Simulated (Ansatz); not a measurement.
I need harmonic frequencies at the relaxed geometry of F₂H₄N₂Sn, SMILES [NH2][Sn]([NH2])([F])[F]. Use the Ansatz DFT code, driven from Python. Use (for the species named): PBE0, def2-SVP basis, multiplicity 1.

```yaml
atoms:
  - { symbol: N, position_ang: [-1.2746, 1.1340, -0.3609] }
  - { symbol: Sn, position_ang: [0.3479, -0.0239, -0.3863] }
  - { symbol: N, position_ang: [0.3632, -1.1520, 1.3212] }
  - { symbol: F, position_ang: [0.3694, -1.1842, -1.9359] }
  - { symbol: F, position_ang: [1.9455, 1.0822, -0.4884] }
  - { symbol: H, position_ang: [-2.1492, 0.5557, -0.3670] }
  - { symbol: H, position_ang: [-1.3120, 1.6828, -1.2846] }
  - { symbol: H, position_ang: [0.5034, -0.4661, 2.1263] }
  - { symbol: H, position_ang: [1.2948, -1.6747, 1.3585] }
```

Script `freq_f2h4n2sn.py`:
```python
# -*- coding: utf-8 -*-
"""Harmonic frequencies of F2H4N2Sn at its relaxed geometry."""

from dataclasses import dataclass
import itertools
import logging
import sys

import ansatz as az
from ase.data import atomic_numbers, covalent_radii
import numpy as np

logging.basicConfig(stream=sys.stdout, format="%(name)s: %(message)s")
logger = logging.getLogger("run")
logger.setLevel(logging.INFO)


@dataclass(frozen=True)
class Options:
    basis_set: str = "def2-SVP"
    functional: str = "PBE0"


settings = Options()

GEOMETRY = """
N    -1.27460    1.13400   -0.36090
Sn    0.34790   -0.02390   -0.38630
N     0.36320   -1.15200    1.32120
F     0.36940   -1.18420   -1.93590
F     1.94550    1.08220   -0.48840
H    -2.14920    0.55570   -0.36700
H    -1.31200    1.68280   -1.28460
H     0.50340   -0.46610    2.12630
H     1.29480   -1.67470    1.35850
"""

molecule = az.Crystal.molecule()
for line in GEOMETRY.strip().splitlines():
    symbol, *xyz = line.split()
    molecule = molecule.atom(symbol, [float(v) for v in xyz])

job = (
    molecule.calculation()
    .basis(gaussian=settings.basis_set)
    .functional(settings.functional)
)
symbols = [site.symbol for site in molecule.cartesian_sites]
start = np.array([site.position_ang for site in molecule.cartesian_sites], dtype=float)
summary = job.relax(force_tolerance=0.003).run(threads=1, pin="off").report
end = np.array(summary["positions_ang"])

# pairs closer than 1.2 times the sum of covalent radii, before or after
radius = [covalent_radii[atomic_numbers[s]] for s in symbols]
span = lambda where, i, j: np.linalg.norm(where[i] - where[j])
bonded = [(i, j) for i, j in itertools.combinations(range(len(symbols)), 2) if min(span(start, i, j), span(end, i, j)) < 1.2 * (radius[i] + radius[j])]
logger.info("pair        before    after (A)")
for i, j in bonded:
    print(f"{symbols[i]}{i}-{symbols[j]}{j}".ljust(10), f"{span(start, i, j):8.4f} {span(end, i, j):8.4f}")

# same settings at the minimum
minimum = az.Crystal.molecule()
for symbol, place in zip(symbols, end):
    minimum = minimum.atom(symbol, place.tolist())
vibrating = (
    minimum.calculation()
    .basis(gaussian=settings.basis_set)
    .functional(settings.functional)
    .phonons(temperatures=(100, 500, 100))
)
vib = vibrating.run(threads=1, pin="off").report["vibrations"]
sums = vib["harmonic_sums"]
modes = [m["omega_inv_cm"] for m in sums["modes_at_gamma"] if m["rigid_motion"] == "no"]
print("frequencies (1/cm):", " ".join(f"{w:.0f}" for w in modes))
print("imaginary modes:", sum(w < 0 for w in modes), " zero-point energy:", round(sums["zero_point_energy_ev"], 4), "eV")
logger.info("T (K)   F_vib (eV)   S_vib (meV/K)   C_vib (meV/K)")
for row in zip(sums["temperatures_k"], sums["vibrational_free_energy_ev"], vib["entropy_ev_per_k"], vib["heat_capacity_ev_per_k"]):
    logger.info(f"{row[0]:6.1f} {row[1]:11.4f} {1000 * row[2]:13.4f} {1000 * row[3]:15.4f}")

# all hydrogen replaced by deuterium
heavier = vibrating.phonons(masses={"H": 2.014102}).run(threads=1, pin="off").report["vibrations"]["harmonic_sums"]
print("deuterated (1/cm):", " ".join(f"{m['omega_inv_cm']:.0f}" for m in heavier["modes_at_gamma"] if m["rigid_motion"] == "no"))
print("zero-point energy falls by", round(sums["zero_point_energy_ev"] - heavier["zero_point_energy_ev"], 4), "eV")
```

```console
$ python freq_f2h4n2sn.py
run: pair        before    after (A)
N0-Sn1       1.9935   2.0049
N0-H5        1.0485   1.0184
N0-H6        1.0751   1.0187
Sn1-N2       2.0466   2.0050
Sn1-F3       1.9360   1.9335
Sn1-F4       1.9458   1.9335
N2-H7        1.0669   1.0184
N2-H8        1.0689   1.0187
frequencies (1/cm): 103 104 138 170 178 190 231 537 540 636 646 656 675 868 872 1528 1532 3557 3557 3662 3663
imaginary modes: 0  zero-point energy: 1.4905 eV
run: T (K)   F_vib (eV)   S_vib (meV/K)   C_vib (meV/K)
run:  100.0      1.4824        0.2491          0.4033
run:  200.0      1.4385        0.6178          0.6784
run:  300.0      1.3605        0.9351          0.8897
run:  400.0      1.2528        1.2126          1.0373
run:  500.0      1.1192        1.4558          1.1404
deuterated (1/cm): 74 86 130 158 169 184 193 434 442 581 618 637 637 650 652 1130 1131 2571 2572 2700 2700
zero-point energy falls by 0.3467 eV
```

Caveats:
- The settings weren't tested for convergence.
- The frequencies are harmonic and unscaled, in a modest basis. The result belongs to the one conformer reached from this start, and soft torsions count as harmonic oscillators.
- def2 sets replace the cores of elements past krypton by effective core potentials.
- Timing: 6.9 min on 1 thread of Arm Neoverse V2, with other jobs on the host, peak memory 0.32 GiB.

(A comment or docstring line of the script was reworded after the run, the code is as it ran; lines on the test bed's own set-up are left out of the output.)
